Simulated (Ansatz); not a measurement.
# SbH2 (doublet): from Hartree-Fock to the top rungs, def2-TZVPD

One table from this session's results is given with a row withheld; the runs are named, their logs left out.

Computed with Ansatz 0.2.0, Gaussian basis. Level: def2-TZVPD, core rule «outside noble gas», up to 9 orbitals frozen.

The runs, in order: UHF; CCSD(T) on ROHF; CCSD(T) on UHF; BCCD(T) on ROHF; CCSDT(Q) on ROHF; CCSDT(Q) on UHF; CASSCF and MRCISD+Q, 7 electrons in 6 orbitals; CASSCF and MRCISD+Q(relaxed), 7 electrons in 6 orbitals; CASSCF and NEVPT2, 7 electrons in 6 orbitals.

16 further runs of the same task are left out: 8 that didn't finish, 8 set aside as unsound or not needed.

**What is computed**

The geometry is a PBE0/def2-TZVPD stationary point (not a proven minimum) of the parent state, kept for this charge and spin. No spin-orbit coupling is included. Elements past krypton take def2 core potentials.

3 atoms, charge 0, spin multiplicity 2.

Atoms are counted from 1 here; the program's logs count them from 0.

Bond lengths: Sb1–H2 1.728 Å, Sb1–H3 1.728 Å. Angles: H2–Sb1–H3 90.6°.

The first run:

The input, in.yaml:

```yaml
crystal:
  periodic: [false, false, false]
  atoms:
    - {symbol: Sb, position_ang: [0.000000, -0.019793, 0.000000]}
    - {symbol: H, position_ang: [0.000000, 1.195507, 1.229100]}
    - {symbol: H, position_ang: [0.000000, 1.195507, -1.229100]}
basis:
  gaussian: {orbitals: def2-TZVPD}
magnetization: {spin_polarized: true, initial_magnetization: 1}
hamiltonian: {xc: hf}
output: {orbitals: {seedname: orbitals}}
```

On the command line:

```sh
$ ansatz run in.yaml --threads 1 --pin off --events-out ev --progress --plain --max-ram 2393MiB
```

Steps of the session up to this table: UHF; CCSD(T) on ROHF; CCSD(T) on UHF; BCCD(T) on ROHF; CCSDT(Q) on ROHF; CCSDT(Q) on UHF; CASSCF and MRCISD+Q, 7 electrons in 6 orbitals; CASSCF and MRCISD+Q(relaxed), 7 electrons in 6 orbitals; CASSCF and NEVPT2, 7 electrons in 6 orbitals.

One of the session's tables, all rows but one given; the rest of the session is left out.

It belongs to the step «Misses and costs». 

```
                   method  from UCCSDT(Q) (kcal/mol)
                     ROHF                     +88.63
                      UHF                     +85.93
                     RMP2                     +18.70
                     UMP2                     +18.92
                    RCCSD                      +3.32
                    UCCSD                      +3.12
                 RCCSD(T)                      +0.71
                 UCCSD(T)                      +0.59
                  BCCD(T)                      +0.71
                   RCCSDT                      +0.22
                   UCCSDT                          ?
                RCCSDT(Q)                      +0.14
                UCCSDT(Q)                          0
           CASSCF valence                     +65.08
           NEVPT2 valence                     +16.85
           MRCISD valence                      +4.00
         MRCISD+Q valence                      +0.35
MRCISD+Q(relaxed) valence                      -0.02
```

**Question.** Estimate the row for UCCSDT.

**Answer.** from UCCSDT(Q) (kcal/mol): +0.08. In the column «from UCCSDT(Q) (kcal/mol)» it lies between UCCSDT(Q) (0) and RCCSDT(Q) (+0.14).

Limits of these values: Restricted and unrestricted rows rest on different reference determinants; where their highest levels disagree by more than a few hundredths of an eV, they describe different states and don't form one ladder.
